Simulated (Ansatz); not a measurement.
# LaSb: a single-point run

Wanted: a converged single-point run for LaSb, and a check of what comes out. The structure is shown as the input types it. The cell is built on a prototype (zincblende) and needn't be the phase found in nature.

Computed with Ansatz 0.2.0 (density functional or hybrid calculation with the settings of its input, plane waves (as first typed), unless a step's input says otherwise).

6 further runs of the same task are left out: 2 for a known fault of the program, 4 that didn't finish.

## 1. The starting structure

The structure is cubic, space group F-43m (No. 216). Conventional cell: a = 7.274 Å, b = 7.274 Å, c = 7.274 Å, α = 90.00°, β = 90.00°, γ = 90.00°. Around La (site symmetry -43m) lie 4 Sb at 3.15 Å. Sb (site symmetry -43m) is surrounded by 4 La at 3.15 Å.

As a file:

```cif
data_structure
_symmetry_space_group_name_H-M 'F-43m'
_symmetry_Int_Tables_number 216
_cell_length_a 7.2739
_cell_length_b 7.2739
_cell_length_c 7.2739
_cell_angle_alpha 90.000
_cell_angle_beta 90.000
_cell_angle_gamma 90.000
_cell_volume 384.87
loop_
_atom_site_label
_atom_site_type_symbol
_atom_site_symmetry_multiplicity
_atom_site_Wyckoff_symbol
_atom_site_fract_x
_atom_site_fract_y
_atom_site_fract_z
_atom_site_occupancy
La1 La 4 a 0.00000 0.00000 0.00000 1
Sb1 Sb 4 d 0.25000 0.25000 0.75000 1
```

## 2. Running it

Contents of input.yaml:

```yaml
crystal:
  lattice:
    - [0.0, 3.6369724434, 3.6369724434]
    - [3.6369724434, 0.0, 3.6369724434]
    - [3.6369724434, 3.6369724434, 0.0]
  atoms:
    - { symbol: La, position: [0.0, 0.0, 0.0] }
    - { symbol: Sb, position: [0.25, 0.25, 0.25] }
kpoints:
  mp_grid: { grid: [4, 4, 4] }
hamiltonian:
  xc: pbesol
scf:
  occupations: { method: fixed }
  n_extra_bands: 4
  max_iter: 85
output:
  forces: true
  stress: true
  eigenvalues: true
basis:
  ecutwfc: 80
```

Launch:

```bash
$ ansatz run input.yaml --threads 4 --pin off --max-ram 3686MiB --backend cpu --events-out ev --progress --plain --runs-dir out
```

What happens when this is run?

This run ends as converged, with warnings (cutoff below recommended). It gives a pressure of -19 GPa, which is large.

The suspect setting: basis.ecutwfc is 80. The cutoff lies far under what these potentials need. The potentials' recommended cutoff is 420 eV.

Run again and compare: delete basis.ecutwfc (the default then holds).
